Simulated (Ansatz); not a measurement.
Crystal: MnO3.

```
Mn O
1.0
    -2.84454    3.13817    2.60640
     2.84454   -3.13817    2.60640
     2.84454    3.13817   -2.60640
Mn O
2 6
Direct
  0.00000 0.00000 0.00000
  0.50000 0.00000 0.50000
  0.89067 0.50000 0.89067
  0.10933 0.00000 0.60933
  0.89067 0.00000 0.39067
  0.10933 0.50000 0.10933
  0.43395 0.18395 0.25000
  0.56605 0.81605 0.75000
```

The cell comes from a database or a generator and needn't be the stable form of this composition.

* Program: Ansatz 0.2.0
* Task: single point
* Functional: PBE
* Potentials or basis: Ansatz PAW
* Cutoff: 420 eV (not typed: the program's choice for these potentials)
* k mesh: 7 × 7 × 7
* Occupations: fermi-dirac, width 0.05 eV
* Spin: collinear spin, ferromagnetic start
* Starting moments: [4.0, 4.0, 0.0, 0.0, 0.0, 0.0, 0.0, 0.0] μB

On this cell: pressure -8.4 GPa; largest force 1.064 eV/Å; net moment 6.00 μB per cell; site moments Mn +2.74; O -0.09, -0.01 μB; band gap on the k mesh none (metal or under the smearing width).

The same run follows on a disturbed copy (atoms moved at random, drawn with an rms of 0.05 Å):

```
Mn O
1.0
    -2.84454    3.13817    2.60640
     2.84454   -3.13817    2.60640
     2.84454    3.13817   -2.60640
Mn O
2 6
Direct
  0.99974 0.99587 0.00186
  0.49209 0.99742 0.49822
  0.89566 0.50291 0.89172
  0.10145 0.99750 0.60774
  0.88534 0.99686 0.38788
  0.11794 0.51252 0.12018
  0.44290 0.19246 0.25119
  0.56511 0.81655 0.75996
```

Task: What changes?

Result: The energy (extrapolated to zero smearing) moves by +13.9 meV/atom; pressure -9.7 GPa; largest force 1.596 eV/Å; net moment 6.00 μB per cell; site moments Mn +2.74, +2.78; O -0.08, -0.10, -0.02, -0.01 μB; band gap on the k mesh none (metal or under the smearing width).

Forces in eV/Å, atoms in the order of the input:
```
Mn   0.038 -0.184  0.084
Mn   0.020  0.332  0.149
O    0.135 -0.365  0.149
O   -0.001  0.733  0.119
O    0.053 -0.524  0.011
O   -0.243  0.235 -0.210
O    0.076  0.004 -1.595
O   -0.079 -0.231  1.293
```

Stress tensor (GPa, compression positive):
```
 -5.23  -0.57   0.03
 -0.57 -13.38   0.17
  0.03   0.17 -10.34
```

Caveats: semilocal functionals often make such compounds metallic where correlation or magnetic order opens a gap, which also shifts bond lengths; only a ferromagnetic start was run, and an antiferromagnetic order may lie lower in energy; forces of over 1 eV/Å show positions far from the minimum, so gaps and moduli don't describe the material at rest (some runs).
